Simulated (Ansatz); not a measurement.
# CH2F2GeO: a ladder of functionals and wavefunction methods

An exercise on one series of results from a longer session: the logs are not shown, and one member is left open.

Method: functionals in def2-TZVPP, the program's frozen cores in correlated methods; program: Ansatz 0.2.0, Gaussian basis.

Levels to be run: LDA (SPW92), PBE-D4, revPBE-D4, BLYP-D4, r2SCAN-D4, B97M-V, PBE0-D4, B3LYP-D4, r2SCANh-D4, r2SCAN0-D4, HSE06-D4, BHLYP-D4, CAM-B3LYP-D4, LC-ωPBE, ωB97X-V, ωB97M-V, B2PLYP, PBE-QIDH; CCSD(T)/def2-SVP; CCSD(T)/def2-TZVPP; MP2/def2-QZVPP; extrapolation to the limit; RPA on PBE.

**The relaxed structure**

An earlier PBE0-D4 in a triple-zeta def2 set relaxation fixed the geometry.

SMILES `[F][Ge]1([F])[CH2][O]1`, 7 atoms, charge 0, spin multiplicity 1.

Atoms are counted from 1 here; the program's logs count them from 0.

Bond lengths: F1–Ge2 1.707 Å, Ge2–F3 1.707 Å, Ge2–C4 1.871 Å, Ge2–O5 1.782 Å, C4–O5 1.472 Å, C4–H6 1.089 Å, C4–H7 1.089 Å. Angles: F1–Ge2–F3 104.5°, F1–Ge2–C4 127.7°, F1–Ge2–O5 115.8°, F3–Ge2–C4 127.7°, F3–Ge2–O5 115.8°, C4–Ge2–O5 47.5°, Ge2–C4–O5 63.1°, Ge2–C4–H6 120.1°, Ge2–C4–H7 120.1°, O5–C4–H6 114.7°, O5–C4–H7 114.7°, H6–C4–H7 114.0°, Ge2–O5–C4 69.4°.

Geometry (Å):

```xyz
7
CH2F2GeO
F    -0.6586   -2.2245    0.1082
Ge    0.2016   -0.7631    0.3058
F     1.6230   -1.2140    1.1369
C    -0.3405    0.9592   -0.1837
O     0.4417    0.2008   -1.1734
H    -1.3748    1.1450   -0.4677
H     0.1687    1.8287    0.2283
```

Set-up of the first run:

in.yaml reads:

```yaml
crystal:
  periodic: [false, false, false]
  atoms:
    - {symbol: F, position_ang: [-0.658554, -2.224484, 0.108201]}
    - {symbol: Ge, position_ang: [0.201587, -0.763097, 0.305781]}
    - {symbol: F, position_ang: [1.623041, -1.214004, 1.136854]}
    - {symbol: C, position_ang: [-0.340505, 0.959181, -0.183652]}
    - {symbol: O, position_ang: [0.441685, 0.200775, -1.173404]}
    - {symbol: H, position_ang: [-1.374841, 1.145024, -0.467691]}
    - {symbol: H, position_ang: [0.168687, 1.828705, 0.228310]}
basis:
  gaussian: {orbitals: def2-TZVPP}
hamiltonian: {xc: lda}
output: {orbitals: {seedname: orbitals}}
```

Among the steps run: LDA; PBE-D4 (GGA); revPBE-D4 (GGA); BLYP-D4 (GGA); r2SCAN-D4 (meta-GGA); B97M-V (meta-GGA); PBE0-D4 (hybrid); B3LYP-D4 (hybrid); r2SCANh-D4 (hybrid); r2SCAN0-D4 (hybrid); HSE06-D4 (hybrid); BHLYP-D4 (hybrid); CAM-B3LYP-D4 (range-separated); LC-ωPBE (range-separated); ωB97X-V (range-separated); ωB97M-V (range-separated); B2PLYP (double hybrid); PBE-QIDH (double hybrid).

One of the session's tables, all rows but one given; the rest of the session is left out.

It belongs to the step «Frontier levels by functional». 

```
  functional  HOMO (eV)  LUMO (eV)  gap (eV)
 LDA (SPW92)      -7.08      -3.25      3.82
      PBE-D4      -6.83      -2.91      3.92
   revPBE-D4      -6.74      -2.77      3.97
     BLYP-D4      -6.72      -2.88      3.84
   r2SCAN-D4      -7.11      -2.67      4.43
      B97M-V      -7.13      -2.64      4.49
     PBE0-D4      -8.17      -1.91      6.26
    B3LYP-D4      -7.97      -2.26      5.71
  r2SCANh-D4          ?          ?         ?
  r2SCAN0-D4      -8.36      -1.77      6.59
    HSE06-D4      -7.77      -2.28      5.48
    BHLYP-D4      -9.42      -0.93      8.50
CAM-B3LYP-D4      -9.57      -0.90      8.67
     LC-ωPBE     -10.86       0.44     11.29
     ωB97X-V     -10.50       0.33     10.83
     ωB97M-V     -10.41       0.16     10.56
```

Estimate the missing values for r2SCANh-D4.

Worked estimate for «HOMO (eV)». Against the share of exact exchange, r2SCAN-D4 (0, -7.11), r2SCAN0-D4 (0.25, -8.36) give a slope of -5.00 per unit share; at 0.1 the line stands at -7.61.

The run gave: HOMO (eV): -7.61; LUMO (eV): -2.31; gap (eV): 5.30. In «HOMO (eV)» the line misses by 0.00.
